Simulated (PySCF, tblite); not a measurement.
# C₆H₉F₃O₂: geometry, infrared bands, NMR shifts, spin-spin couplings and electronic excitations

What infrared bands, NMR shifts, spin-spin couplings and electronic excitations should C₆H₉F₃O₂ (`COC(=O)[C@H](C)CC(F)(F)F`) show?

The runs use tblite 0.8.0 and PySCF 2.14.0, with density-fitted response routines of our own; the level of theory stands in each step. All values are computed, except where a source is named. Atoms count from 0, in the outputs and in this text.

**1. Starting geometry**

20 atoms, charge 0, multiplicity 1; geometry from: force field or distance geometry start.

Bonds of the start (Å): C0–O1 1.43, O1–C2 1.39, C2–O3 1.27, C2–C4 1.49, C4–C5 1.54, C4–C6 1.49, C6–C7 1.49, C7–F8 1.41, C7–F9 1.38, C7–F10 1.39, C0–H11 1.12, C0–H12 1.11, C0–H13 1.13, C4–H14 1.11, C5–H15 1.09, C5–H16 1.09, C5–H17 1.11, C6–H18 1.14, C6–H19 1.10.

**2. Relaxing the molecule with GFN2-xTB**

Job settings and geometry (Å):

```
{"job": {"kind": "relax", "xc": "GFN2-xTB", "basis": "xTB"}, "charge": 0, "multiplicity": 1}
C      2.808900     1.073200    -0.700900
O      1.513000     0.905000    -0.127300
C      0.921200    -0.349200    -0.037700
O      1.514200    -1.366500    -0.513200
C     -0.422300    -0.588100     0.562500
C     -0.661100    -2.104000     0.439000
C     -1.575100     0.015200    -0.161500
C     -1.599500     1.493600    -0.317100
F     -2.794400     1.746900    -1.016800
F     -1.680800     2.193000     0.866600
F     -0.585900     1.980700    -1.135400
H      3.231400     0.088600    -1.022700
H      3.470000     1.542500     0.063700
H      2.715300     1.760100    -1.593400
H     -0.385500    -0.335200     1.647000
H     -1.024400    -2.303200    -0.568200
H      0.247100    -2.664800     0.680000
H     -1.463800    -2.320700     1.171900
H     -2.487700    -0.242300     0.464300
H     -1.745700    -0.514200    -1.113600
```

Run with:

```console
$ OMP_NUM_THREADS=2 python probes_run.py task.json out
```

This one command runs all jobs of the session in turn.

**Question.** This job is followed by: GFN2-xTB harmonic vibrations, gas phase; PBE0-D3(BJ)/def2-SVP geometry optimisation, gas phase; GIAO PBE0/pcSseg-1 NMR shielding, non-relativistic, gas phase; B3LYP/pcJ-1 indirect spin-spin coupling, non-relativistic, gas phase; TDDFT B3LYP/def2-SVPD, vertical, gas phase, core orbitals frozen in the response; GIAO B3LYP/pcSseg-2 NMR shielding, non-relativistic, gas phase. What will the session give for the following? strongest single infrared mode (GFN2-xTB); zero-point energy (GFN2-xTB); point group; rotational constants (main isotopes); ¹³C shifts against TMS (PBE0/pcSseg-1); ¹H shifts against TMS (PBE0/pcSseg-1, means over atoms taken as alike); ¹⁷O shifts against H2O (PBE0/pcSseg-1); ¹⁹F shifts against CFCl3 (PBE0/pcSseg-1, means over atoms taken as alike); largest coupling of the table (B3LYP/pcJ-1); lowest singlet (B3LYP/def2-SVPD); brightest single state of those computed; lowest triplet; range of the shift of O3.

**Answer**, as computed:

| quantity | value |
| --- | --- |
| strongest single infrared mode (GFN2-xTB) | 1780 cm⁻¹, 388 km/mol |
| zero-point energy (GFN2-xTB) | 92.2 kcal/mol |
| point group | C1 |
| rotational constants (main isotopes) | 1.62, 0.74, 0.63 GHz |
| ¹³C shifts against TMS (PBE0/pcSseg-1) | 181.5, 131.3, 52.8, 41.3, 35.3, 20.8 ppm |
| ¹H shifts against TMS (PBE0/pcSseg-1, means over atoms taken as alike) | 3.65, 2.48, 2.46, 1.57, 1.16 ppm |
| ¹⁷O shifts against H2O (PBE0/pcSseg-1) | 422.0, 196.3 ppm |
| ¹⁹F shifts against CFCl3 (PBE0/pcSseg-1, means over atoms taken as alike) | -81.6 ppm |
| largest coupling of the table (B3LYP/pcJ-1) | ¹J(C,F) C7–F8, -341.5 Hz (mean over like pairs) |
| lowest singlet (B3LYP/def2-SVPD) | 5.89 eV (211 nm), f = 0.002 |
| brightest single state of those computed | state 10, 8.65 eV, f = 0.094 |
| lowest triplet | 5.39 eV |
| range of the shift of O3 | 410.8 to 422.0 ppm |

What this shows: All 54 modes are real, so the xTB geometry is a minimum. The strongest single mode, at 1780 cm⁻¹, moves mainly C2 and O3. Unscaled tight-binding wavenumbers are off by several per cent, some by more. Its intensities can rank the bands wrongly. The start of the PBE0/def2-SVP relaxation was shaken at random by about 0.01 Å, so part of the energy gained, and of the first lengths quoted, undoes that. The optimisation took 9 steps and gained 0.148 eV; among the close pairs (by a distance rule), C0–H11 changed most, from 1.062 to 1.100 Å (PBE0/def2-SVP). No frequency check was run at this level, so the end point may be a saddle. H11, H12, H13 (mean) (hydrogen on a methyl carbon bonded to O) lies farthest downfield among hydrogen, at 3.65 ppm; its carbon carries O, an electronegative neighbour. At PBE0/pcSseg-1: Shielding is most anisotropic at O3 (span 696 ppm, paramagnetic term -492 ppm). Of the pairs tabulated at B3LYP/pcJ-1, C7–F8 (mean over like pairs) couples most strongly (-341.5 Hz; Fermi contact -317.5 Hz). Couplings across rotatable bonds belong to this one conformer; where others are populated, the observed values are averages. Density functionals describe couplings to fluorine poorly, F–F couplings above all, so those rows are rough. The first singlet state (HOMO→LUMO 0.97) lies at 5.89 eV and is weak; of the 10 states computed, the strongest absorption comes from state 10 at 8.65 eV (the last computed, so partners may be missing). The lowest triplet lies 0.50 eV below the lowest singlet (triplets in Tamm-Dancoff, singlets in full TDDFT). At B3LYP/def2-SVPD, states above −ε(HOMO) (8.03 eV) lie where TDDFT describes them poorly and they hang on the basis; the brightest is among them. In ppm, O3 moves most: its shift spreads over 11.2 ppm, from 410.8 (B3LYP/pcSseg-2) to 422.0 (PBE0/pcSseg-1). Most of that comes from the computed reference, not from the atom's own shielding. These values are for one conformer; the search (at its own cheap level) found 2 more, at 0.04, 0.10 kcal/mol (those within 0.05 may be mirror or relabelled copies), and measured spectra average over such forms.
